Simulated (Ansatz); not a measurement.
# CH5BN2: small, medium and large basis sets

How large a basis does CH5BN2 need? Two functionals are run in growing sets.

Computed with Ansatz 0.2.0, Gaussian basis. Level: one geometry, several basis sets.

The runs, in order: PBE0-D4/def2-SVP; ωB97M-V/def2-SVP; PBE0-D4/def2-QZVPP; ωB97M-V/def2-QZVPP; the functionals' def2-TZVPP values are taken from earlier runs.

### Step 1. The relaxed structure

An earlier PBE0-D4 in a triple-zeta def2 set relaxation fixed the geometry.

SMILES `NC1BN1`, 9 atoms, charge 0, spin multiplicity 1.

Atoms are counted from 1 here; the program's logs count them from 0.

Bond lengths: N1–C2 1.431 Å, N1–H5 1.010 Å, N1–H6 1.010 Å, C2–B3 1.561 Å, C2–N4 1.467 Å, C2–H7 1.092 Å, B3–N4 1.341 Å, B3–H8 1.184 Å, N4–H9 1.004 Å. Angles: C2–N1–H5 112.4°, C2–N1–H6 112.7°, H5–N1–H6 108.5°, N1–C2–B3 121.1°, N1–C2–N4 117.3°, N1–C2–H7 115.1°, B3–C2–N4 52.5°, B3–C2–H7 121.0°, N4–C2–H7 113.6°, C2–B3–N4 60.2°, C2–B3–H8 154.8°, N4–B3–H8 144.9°, C2–N4–B3 67.4°, C2–N4–H9 135.2°, B3–N4–H9 156.4°.

### Step 2. PBE0-D4 in def2-SVP

Input file in.yaml:

```yaml
crystal:
  periodic: [false, false, false]
  atoms:
    - {symbol: N, position_ang: [0.142944, 1.194368, -0.640584]}
    - {symbol: C, position_ang: [-0.364161, -0.077221, -0.222272]}
    - {symbol: B, position_ang: [0.591189, -1.194096, 0.303181]}
    - {symbol: N, position_ang: [-0.130499, -0.469895, 1.171494]}
    - {symbol: H, position_ang: [0.783988, 1.117386, -1.416970]}
    - {symbol: H, position_ang: [-0.589896, 1.842609, -0.892415]}
    - {symbol: H, position_ang: [-1.366435, -0.317211, -0.582685]}
    - {symbol: H, position_ang: [1.414171, -2.039043, 0.194738]}
    - {symbol: H, position_ang: [-0.392801, -0.103199, 2.068312]}
basis:
  gaussian: {orbitals: def2-SVP}
hamiltonian: {xc: pbe0, dispersion: d4}
output: {orbitals: {seedname: orbitals}}
```

Command:

```
$ ansatz run in.yaml --threads 2 --pin off --events-out ev --progress --plain --max-ram 4352MiB
```

After this run come: ωB97M-V in def2-SVP; PBE0-D4 in def2-QZVPP; ωB97M-V in def2-QZVPP.

**Question.** What will the summary of the whole plan be? Wanted: PBE0-D4: double and triple zeta above quadruple; ωB97M-V: double and triple zeta above quadruple.

The runs gave:

| quantity | value |
| --- | --- |
| PBE0-D4: double and triple zeta above quadruple | 5.65, 0.29 eV |
| ωB97M-V: double and triple zeta above quadruple | 5.84, 0.27 eV |

For PBE0-D4 the step from double to triple zeta gains 5.36 eV and the next only 0.29 eV. Total energies overstate the basis error of differences, where much of it tends to cancel. The LUMO of ωB97M-V is positive and keeps falling with the basis (2.68 to 1.65 eV): an unbound level that the basis holds in place.
